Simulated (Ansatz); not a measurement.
# GdOs3 (AuCu3 type): a single-point run

Aim: a sound single-point run of GdOs3 (AuCu3 type). The structure is shown as the input types it.

Program: Ansatz 0.2.0. Level of theory: DFT PBE, scalar-relativistic, plane waves, PAW. These are calculated values, not measurements.

2 further runs of the same task are left out: 2 that didn't finish. Runs told in other sessions of the task aren't counted.

### Step 1. The structure to begin with

Symmetry: Pm-3m, No. 221, cubic system. The conventional cell has a = 4.065 Å, b = 4.065 Å, c = 4.065 Å, α = 90.00°, β = 90.00°, γ = 90.00°. Gd (site symmetry m-3m) has 12 Os at 2.87 Å in its first shell of neighbours. Around Os (site symmetry 4/mmm) lie 4 Gd at 2.87 Å and 8 Os at 2.87 Å.

Coordinates:

```
CELL_PARAMETERS angstrom
4.06548 0.00000 0.00000
0.00000 4.06548 0.00000
0.00000 0.00000 4.06548
ATOMIC_POSITIONS crystal
Gd 0.00000 0.00000 0.00000
Os 0.00000 0.50000 0.50000
Os 0.50000 0.50000 0.00000
Os 0.50000 0.00000 0.50000
```

### Step 2. The run

Input file input.yaml:

```yaml
crystal:
  lattice:
    - [4.0654842343, 0.0, 0.0]
    - [0.0, 4.0654842343, 0.0]
    - [0.0, 0.0, 4.0654842343]
  atoms:
    - { symbol: Gd, position: [0.0, 0.0, 0.0], spin: 7.0 }
    - { symbol: Os, position: [0.0, 0.5, 0.5] }
    - { symbol: Os, position: [0.5, 0.5, 0.0] }
    - { symbol: Os, position: [0.5, 0.0, 0.5] }
basis:
  ecutwfc: 420
  ecutrho_ratio: 4
kpoints:
  mp_grid: { grid: [8, 8, 8] }
hamiltonian:
  xc: pbe
scf:
  occupations: { method: fermi_dirac, width: 1.0 }
  max_iter: 100
output:
  forces: true
  stress: true
magnetization:
  spin_polarized: true
```

The run is started by

```
$ ansatz run input.yaml --threads 2 --pin off --max-ram 2662MiB --backend cpu --events-out ev --progress --plain --runs-dir out
```

What happens when this is run?

The program finished normally. It gives a pressure of 17 GPa, which is large; a structure far from rest gives such values too, whatever the setting.

In the input, scf.occupations.method is fermi_dirac; scf.occupations.width is 1.0. Occupations are smeared over electronvolts, wider than many features of the bands. A Fermi-Dirac width of 1 eV is an electron temperature of 11600 K.

To check: set scf.occupations.method to gaussian and scf.occupations.width to 0.05.
